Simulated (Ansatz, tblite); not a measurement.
# [34]annulene (C₃₄H₃₄): rung by rung

One table from this session's results is given with a row withheld; the runs are named, their logs left out.

Computed with Ansatz 0.2.0, Gaussian basis. Level: as each input shows.

Plan: GFN1-xTB, GFN2-xTB, PBE-D4/def2-SVP, r2SCAN-D4/def2-SVP, B2PLYP/def2-SVP, ωB97X-V/def2-SVP, BLYP-D4/def2-SVP, r2SCAN-D4/def2-mTZVP, HF/STO-3G, HF/6-31G, B3LYP-D4/6-31G, MP2/def2-SVP, RPA/def2-SVP.

## The structure

The geometry is that of the singlet, from an earlier relaxation (PBE-D4/def2-SVP).

68 atoms, charge 0, spin multiplicity 1.

Bond lengths: C1–C2 1.438 Å, C1–C34 1.380 Å, C1–H35 1.103 Å, C2–C3 1.378 Å, C2–H36 1.103 Å, C3–C4 1.448 Å, C3–H37 1.105 Å, C4–C5 1.380 Å, C4–H38 1.105 Å, C5–C6 1.437 Å, C5–H39 1.103 Å, C6–C7 1.380 Å, C6–H40 1.101 Å, C7–C8 1.437 Å, C7–H41 1.102 Å, C8–C9 1.382 Å, C8–H42 1.102 Å, C9–C10 1.435 Å and more. Angles: C2–C1–C34 125.9°, C2–C1–H35 116.7°, C34–C1–H35 117.0°, C1–C2–C3 126.8°, C1–C2–H36 116.2°, C3–C2–H36 116.7°, C2–C3–C4 130.3°, C2–C3–H37 115.6°, C4–C3–H37 114.0°, C3–C4–C5 130.7°, C3–C4–H38 113.9°, C5–C4–H38 115.0°, C4–C5–C6 127.4°, C4–C5–H39 115.5°, C6–C5–H39 116.6°, C5–C6–C7 125.9°, C5–C6–H40 117.4°, C7–C6–H40 116.4° and more.

PBE0-D4/def2-SVP was run before; its log isn't repeated, and its numbers join the tables.

The first run:

Tight binding, by tblite at 300 K electronic temperature and without a spin-polarisation term:

```python
tblite.interface.Calculator('GFN1-xTB', numbers, positions, charge=0, uhf=0).singlepoint()
```

Tight binding, by tblite at 300 K electronic temperature and without a spin-polarisation term:

```python
tblite.interface.Calculator('GFN2-xTB', numbers, positions, charge=0, uhf=0).singlepoint()
```

start.molden holds the orbitals of an earlier run on this state, given as this run's starting guess.

Contents of in.yaml:

```yaml
crystal:
  periodic: [false, false, false]
  atoms:
    - {symbol: C, position_ang: [3.999416, -4.435738, 0.146743]}
    - {symbol: C, position_ang: [4.359550, -3.642493, -0.996783]}
    - {symbol: C, position_ang: [3.605737, -3.439428, -2.131734]}
    - {symbol: C, position_ang: [2.228102, -3.783723, -2.415852]}
    - {symbol: C, position_ang: [1.106158, -3.746584, -1.612788]}
    - {symbol: C, position_ang: [1.012616, -3.257934, -0.264471]}
    - {symbol: C, position_ang: [-0.152946, -2.930353, 0.397916]}
    - {symbol: C, position_ang: [-1.494704, -3.056770, -0.100723]}
    - {symbol: C, position_ang: [-2.586522, -2.349510, 0.364716]}
    - {symbol: C, position_ang: [-2.547948, -1.369697, 1.413049]}
    - {symbol: C, position_ang: [-3.471312, -0.374423, 1.651868]}
    - {symbol: C, position_ang: [-4.683452, -0.117470, 0.923103]}
    - {symbol: C, position_ang: [-5.331514, 1.101362, 0.871666]}
    - {symbol: C, position_ang: [-4.850176, 2.307595, 1.485418]}
    - {symbol: C, position_ang: [-5.198879, 3.596271, 1.146392]}
    - {symbol: C, position_ang: [-6.179225, 4.023140, 0.188691]}
    - {symbol: C, position_ang: [-6.054803, 5.182079, -0.550887]}
    - {symbol: C, position_ang: [-4.906461, 6.052143, -0.635820]}
    - {symbol: C, position_ang: [-3.539903, 5.794418, -0.608507]}
    - {symbol: C, position_ang: [-2.763815, 4.586604, -0.711796]}
    - {symbol: C, position_ang: [-3.204987, 3.327183, -1.074029]}
    - {symbol: C, position_ang: [-2.435682, 2.126031, -1.221733]}
    - {symbol: C, position_ang: [-1.093228, 1.905785, -0.969750]}
    - {symbol: C, position_ang: [-0.498973, 0.622922, -1.151571]}
    - {symbol: C, position_ang: [0.818627, 0.243473, -0.928427]}
    - {symbol: C, position_ang: [1.883434, 1.051983, -0.441531]}
    - {symbol: C, position_ang: [3.148256, 0.564337, -0.151965]}
    - {symbol: C, position_ang: [4.203103, 1.393610, 0.328390]}
    - {symbol: C, position_ang: [5.468605, 1.051539, 0.783469]}
    - {symbol: C, position_ang: [6.087124, -0.215123, 1.053555]}
    - {symbol: C, position_ang: [5.560905, -1.493166, 1.094208]}
    - {symbol: C, position_ang: [6.351445, -2.609883, 1.521960]}
    - {symbol: C, position_ang: [5.973142, -3.930348, 1.678717]}
    - {symbol: C, position_ang: [4.758675, -4.605843, 1.285980]}
    - {symbol: H, position_ang: [3.089798, -5.052536, 0.054625]}
    - {symbol: H, position_ang: [5.386175, -3.239575, -1.005652]}
    - {symbol: H, position_ang: [4.143370, -2.993946, -2.988064]}
    - {symbol: H, position_ang: [2.034712, -4.018046, -3.478380]}
    - {symbol: H, position_ang: [0.157754, -4.012762, -2.108824]}
    - {symbol: H, position_ang: [1.953645, -3.028393, 0.258020]}
    - {symbol: H, position_ang: [-0.027152, -2.442964, 1.378320]}
    - {symbol: H, position_ang: [-1.657585, -3.707455, -0.975673]}
    - {symbol: H, position_ang: [-3.539193, -2.486857, -0.173572]}
    - {symbol: H, position_ang: [-1.639267, -1.341734, 2.035372]}
    - {symbol: H, position_ang: [-3.202179, 0.349822, 2.437395]}
    - {symbol: H, position_ang: [-5.087454, -0.928934, 0.294814]}
    - {symbol: H, position_ang: [-6.215243, 1.179519, 0.216188]}
    - {symbol: H, position_ang: [-4.029599, 2.205661, 2.213281]}
    - {symbol: H, position_ang: [-4.580100, 4.402254, 1.577506]}
    - {symbol: H, position_ang: [-7.082408, 3.406800, 0.037924]}
    - {symbol: H, position_ang: [-6.944869, 5.518030, -1.113480]}
    - {symbol: H, position_ang: [-5.160729, 7.116663, -0.793895]}
    - {symbol: H, position_ang: [-2.918256, 6.707263, -0.576002]}
    - {symbol: H, position_ang: [-1.682135, 4.720776, -0.534296]}
    - {symbol: H, position_ang: [-4.271861, 3.222904, -1.318279]}
    - {symbol: H, position_ang: [-3.009718, 1.246680, -1.562954]}
    - {symbol: H, position_ang: [-0.464127, 2.739420, -0.611787]}
    - {symbol: H, position_ang: [-1.180331, -0.170524, -1.505064]}
    - {symbol: H, position_ang: [1.066156, -0.810747, -1.131455]}
    - {symbol: H, position_ang: [1.694970, 2.124942, -0.254807]}
    - {symbol: H, position_ang: [3.335192, -0.509977, -0.321145]}
    - {symbol: H, position_ang: [3.980004, 2.476025, 0.325100]}
    - {symbol: H, position_ang: [6.119260, 1.913310, 1.011003]}
    - {symbol: H, position_ang: [7.156018, -0.141414, 1.327090]}
    - {symbol: H, position_ang: [4.498056, -1.668889, 0.869812]}
    - {symbol: H, position_ang: [7.374150, -2.356833, 1.855933]}
    - {symbol: H, position_ang: [6.686237, -4.563099, 2.237423]}
    - {symbol: H, position_ang: [4.446292, -5.427345, 1.956042]}
basis:
  gaussian: {orbitals: def2-SVP, fitting: {mean_field: def2-universal-jkfit}, initial_orbitals: start.molden}
hamiltonian: {xc: pbe, dispersion: d4}
scf: {omitted_lower_state_checks: [starts]}
output: {forces: true, orbitals: {seedname: orbitals}}
```

Launch:

```sh
$ ansatz run in.yaml --threads 2 --pin off --events-out ev --progress --plain --max-ram 32768MiB --backend cuda --devices 0, --max-vram 18GiB
```

Steps of the session up to this table: PBE-D4/def2-SVP; r2SCAN-D4/def2-SVP; B2PLYP/def2-SVP; ωB97X-V/def2-SVP; BLYP-D4/def2-SVP; r2SCAN-D4/def2-mTZVP; HF/STO-3G; HF/6-31G; B3LYP-D4/6-31G; MP2/def2-SVP; RPA/def2-SVP.

One table of the session follows, with a row left open; its other results are not shown here.

It belongs to the step «Binding energy». 

```
               level  binding an atom (eV)
           HF/STO-3G                 4.129
            HF/6-31G                 3.401
         HF/def2-SVP                 3.640
     PBE-D4/def2-SVP                 5.108
    BLYP-D4/def2-SVP                 4.938
  r2SCAN-D4/def2-SVP                 4.951
r2SCAN-D4/def2-mTZVP                 4.845
      B3LYP-D4/6-31G                 4.793
    PBE0-D4/def2-SVP                 4.999
    ωB97X-V/def2-SVP                 4.889
        MP2/def2-SVP                     ?
```

Q: Estimate the row for MP2/def2-SVP from the others.

The run gave: binding an atom (eV): 4.771. In the column «binding an atom (eV)» it lies between HF/STO-3G (4.129) and B3LYP-D4/6-31G (4.793).

To keep in mind: Free atoms were run apart at each level; binding is atoms less cluster, divided by the number of atoms, without zero-point or spin-orbit terms.
